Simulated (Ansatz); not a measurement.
**Ni (Ni (111), 4 layers): a single-point run**

Wanted: a converged single-point run for Ni (Ni (111), 4 layers), and a check of what comes out. The structure is shown as the input types it.

Method: DFT, r2SCAN, PAW with Ansatz's default frozen-core files, scalar-relativistic, in Ansatz 0.2.0.

**1. The structure to begin with**

The structure is trigonal, space group P-3m1 (No. 164). Conventional cell: a = 2.460 Å, b = 2.460 Å, c = 22.026 Å, α = 90.00°, β = 90.00°, γ = 120.00°. Ni (site symmetry 3m) is surrounded by 9 Ni at 2.44 to 2.46 Å. Ni (site symmetry 3m) has 12 Ni at 2.44 to 2.46 Å as nearest neighbours.

As a file:

```
Ni
1.0
     2.45990    0.00000    0.00000
    -1.22995    2.13034    0.00000
     0.00000    0.00000   22.02550
Ni
4
Direct
  0.00000 0.00000 0.36446
  0.33333 0.66667 0.45455
  0.66667 0.33333 0.54545
  0.00000 0.00000 0.63554
```

**2. The run**

Contents of input.yaml:

```yaml
crystal:
  lattice:
    - [2.459903206, 0.0, 0.0]
    - [-1.229951603, 2.1303386672, 0.0]
    - [0.0, 0.0, 22.0255]
  atoms:
    - { symbol: Ni, position: [0.0, 0.0, 0.3644643249], spin: 1.0 }
    - { symbol: Ni, position: [0.3333333333, 0.6666666667, 0.4545455154], spin: 1.0 }
    - { symbol: Ni, position: [0.6666666667, 0.3333333333, 0.5454544885], spin: 1.0 }
    - { symbol: Ni, position: [0.0, 0.0, 0.6355356705], spin: 1.0 }
magnetization:
  spin_polarized: true
kpoints:
  mp_grid: { grid: [15, 15, 1], kspacing: 0.3 }
scf:
  occupations: { method: fermi_dirac, width: 0.1 }
  max_iter: 50
hamiltonian:
  xc: r2scan
  pseudopotentials: { kind: paw }
output:
  forces: true
  stress: true
  eigenvalues: true
efield:
  axis: 3
  amplitude: 0.5
  dipole_correction: true
```

Run with:

```console
$ ansatz run input.yaml --threads 2 --pin off --max-ram 6144MiB --backend cpu --events-out ev --progress --plain --runs-dir out
```

What happens when this is run?

The run ended at the input check. Its message: «invalid value for `kpoints.mp_grid.kspacing`: mutually exclusive with `grid` — set one or the other»

The suspect setting: kpoints.mp_grid.kspacing is 0.3. The k-point mesh is ill-defined.

What to do: delete kpoints.mp_grid.kspacing.
